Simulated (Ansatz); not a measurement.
# C₂H₅BN₂: how energies converge with the basis set

How large a basis does C₂H₅BN₂ need? Two functionals are run in growing sets.

Method: one geometry, several basis sets; program: Ansatz 0.2.0, Gaussian basis.

Levels to be run: PBE0-D4/def2-SVP; ωB97M-V/def2-SVP; PBE0-D4/def2-QZVPP; ωB97M-V/def2-QZVPP; the functionals' def2-TZVPP values are taken from earlier runs.

### 1 The geometry

An earlier PBE0-D4 in a triple-zeta def2 set relaxation fixed the geometry.

10 atoms, charge 0, spin multiplicity 1.

Atoms are counted from 1 here; the program's logs count them from 0.

Bond lengths: B1–C2 1.571 Å, B1–N5 1.390 Å, B1–H6 1.191 Å, C2–N3 1.284 Å, C2–H7 1.089 Å, N3–C4 1.435 Å, C4–N5 1.446 Å, C4–H8 1.097 Å, C4–H9 1.097 Å, N5–H10 1.005 Å. Angles: C2–B1–N5 101.4°, C2–B1–H6 132.9°, N5–B1–H6 125.7°, B1–C2–N3 111.5°, B1–C2–H7 130.7°, N3–C2–H7 117.8°, C2–N3–C4 109.1°, N3–C4–N5 107.5°, N3–C4–H8 109.1°, N3–C4–H9 109.1°, N5–C4–H8 111.9°, N5–C4–H9 111.9°, H8–C4–H9 107.4°, B1–N5–C4 110.5°, B1–N5–H10 129.4°, C4–N5–H10 120.1°.

### 2 PBE0-D4 in def2-SVP

Input file in.yaml:

```yaml
crystal:
  periodic: [false, false, false]
  atoms:
    - {symbol: B, position_ang: [0.103962, 1.134827, -0.457969]}
    - {symbol: C, position_ang: [1.183277, 0.509537, 0.497900]}
    - {symbol: N, position_ang: [0.868726, -0.685851, 0.845108]}
    - {symbol: C, position_ang: [-0.377890, -1.039709, 0.229827]}
    - {symbol: N, position_ang: [-0.812236, 0.094521, -0.555747]}
    - {symbol: H, position_ang: [0.012891, 2.193585, -0.995553]}
    - {symbol: H, position_ang: [2.111584, 0.923714, 0.887591]}
    - {symbol: H, position_ang: [-0.231004, -1.933919, -0.388357]}
    - {symbol: H, position_ang: [-1.102585, -1.297909, 1.011808]}
    - {symbol: H, position_ang: [-1.673525, 0.050104, -1.071708]}
basis:
  gaussian: {orbitals: def2-SVP}
hamiltonian: {xc: pbe0, dispersion: d4}
output: {orbitals: {seedname: orbitals}}
```

Launch:

```sh
$ ansatz run in.yaml --threads 2 --pin off --events-out ev --progress --plain --max-ram 4352MiB
```

After this run come: ωB97M-V in def2-SVP; PBE0-D4 in def2-QZVPP; ωB97M-V in def2-QZVPP.

Before running them: what should the planned runs give, taken together? Wanted: PBE0-D4: double and triple zeta above quadruple; ωB97M-V: double and triple zeta above quadruple.

As calculated:

```
                                       quantity          value
PBE0-D4: double and triple zeta above quadruple  6.74, 0.33 eV
ωB97M-V: double and triple zeta above quadruple  6.99, 0.31 eV
```

In words: PBE0-D4 gains 6.42 eV from double to triple zeta, then 0.33 eV more. These are total energies; as a rule much of such shifts cancels in differences, which this series doesn't test.
